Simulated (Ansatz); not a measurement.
Relaxation of a periodic cell of 17 atoms, LiSi₁₆ (host Si, host structure diamond, interstitial Li), cell charge +1, to a largest force component of 0.03 eV/Å in at most 60 steps.

Method: Ansatz, DFT PBEsol, scalar-relativistic, plane waves, PAW. Settings: PAW set soft_1, cutoff 420 eV, k mesh 2x2x2, gaussian smearing 0.05 eV, no spin polarisation.

```xyz
17
Lattice="0.0000 5.4300 5.4300 5.4300 0.0000 5.4300 5.4300 5.4300 0.0000" Properties=species:S:1:pos:R:3
Si 0.000 0.000 0.000
Si 1.357 1.357 1.357
Si 2.715 2.715 0.000
Si 4.072 4.072 1.357
Si 2.715 0.000 2.715
Si 4.072 1.357 4.072
Si 5.430 2.715 2.715
Si 6.787 4.072 4.072
Si 0.000 2.715 2.715
Si 1.357 4.072 4.072
Si 2.715 5.430 2.715
Si 4.072 6.787 4.072
Si 2.715 2.715 5.430
Si 4.072 4.072 6.787
Si 5.430 5.430 5.430
Si 6.787 6.787 6.787
Li 4.040 6.796 6.798
```

Question: Where does it end, and by what steps?

Answer: The run converged. Limits of this set-up: PAW files made for another functional, charged cell in a uniform background, uncorrected. After 2 steps the energy has fallen by 0.111 eV; Si5 moved furthest, 0.05 Å.

```
step  energy less start (eV)  largest force component (eV/Å)  accepted
   0                  0.0000                           0.579       yes
   1                 -0.1074                           0.097       yes
   2                 -0.1109                           0.026       yes
```

```xyz
17
Lattice="0.0000 5.4300 5.4300 5.4300 0.0000 5.4300 5.4300 5.4300 0.0000" Properties=species:S:1:pos:R:3
Si 0.009 -0.010 -0.010
Si 1.335 1.358 1.358
Si 2.688 2.741 -0.026
Si 4.072 4.094 1.357
Si 2.688 -0.026 2.742
Si 4.072 1.357 4.094
Si 5.454 2.740 2.740
Si 6.783 4.074 4.074
Si 0.008 2.725 2.725
Si 1.358 4.072 4.072
Si 2.705 5.422 2.724
Si 4.071 6.788 4.052
Si 2.705 2.724 5.422
Si 4.071 4.052 6.788
Si 5.452 5.407 5.407
Si 6.807 6.788 6.788
Li 4.061 6.790 6.791
```

Whether the end is a true minimum wasn't checked by a vibrational analysis.

Run time: 16 s on 1 thread of Arm Neoverse V1, on a shared host, peak memory 0.51 GiB.
